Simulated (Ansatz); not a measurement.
# AuCH₃ (singlet): the correlation ladder at a displaced geometry (v2), def2-SVP

The task here is to estimate one member of a computed series from the others.

The runs use Ansatz 0.2.0, Gaussian basis; def2-SVP, core rule «outside noble gas», up to 5 orbitals frozen.

To be run: UHF; CCSD(T) on RHF; CISD; CCSDT(Q) on RHF; CASSCF and NEVPT2, 8 electrons in 8 orbitals.

4 further runs of the same task are left out: 2 that didn't finish, 2 set aside as unsound or not needed.

## What is computed

The geometry is a PBE0/def2-TZVP stationary point (not a proven minimum) with its atoms shifted at random (size 0.100 Å). No spin-orbit coupling is included. Elements past krypton take def2 core potentials.

5 atoms, charge 0, spin multiplicity 1.

Atoms are counted from 1 here; the program's logs count them from 0.

Bond lengths: Au1–C2 1.846 Å, C2–H3 1.145 Å, C2–H4 1.120 Å, C2–H5 1.143 Å. Angles: Au1–C2–H3 110.5°, Au1–C2–H4 116.3°, Au1–C2–H5 109.6°, H3–C2–H4 102.2°, H3–C2–H5 102.3°, H4–C2–H5 114.7°.

As a file:

```xyz
5
charge 0, multiplicity 1
Au   -0.13700    0.00159    0.00051
C     1.70903   -0.00516   -0.00013
H     2.10664   -1.07871   -0.00512
H     2.20692    0.42846    0.90481
H     2.09285    0.40041   -0.99708
```

Set-up of the first run:

Contents of in.yaml:

```yaml
crystal:
  periodic: [false, false, false]
  atoms:
    - {symbol: Au, position_ang: [-0.136997, 0.001593, 0.000506]}
    - {symbol: C, position_ang: [1.709028, -0.005157, -0.000133]}
    - {symbol: H, position_ang: [2.106636, -1.078705, -0.005121]}
    - {symbol: H, position_ang: [2.206920, 0.428457, 0.904811]}
    - {symbol: H, position_ang: [2.092851, 0.400413, -0.997085]}
basis:
  gaussian: {orbitals: def2-SVP}
magnetization: {spin_polarized: true, initial_magnetization: 0}
hamiltonian: {xc: hf}
output: {orbitals: {seedname: orbitals}}
```

On the command line:

```
$ ansatz run in.yaml --threads 1 --pin off --events-out ev --progress --plain --max-ram 2393MiB
```

Among the steps run: UHF; CCSD(T) on RHF; CISD; CCSDT(Q) on RHF; CASSCF and NEVPT2, 8 electrons in 8 orbitals.

One table of the session follows, with a row left open; its other results are not shown here.

| method | from RCCSDT(Q) (kcal/mol) |
| --- | --- |
| RHF | +288.73 |
| RMP2 | +4.37 |
| CISD | +38.30 |
| RCCSD | +7.99 |
| RCCSD(T) | +0.48 |
| RCCSDT | +0.45 |
| RCCSDT(Q) | 0 |
| CASSCF frontier | ? |
| NEVPT2 frontier | +8.62 |

Estimate the missing values for CASSCF frontier.

The run gave: from RCCSDT(Q) (kcal/mol): +231.11. In the column «from RCCSDT(Q) (kcal/mol)» it lies between CISD (+38.30) and RHF (+288.73).
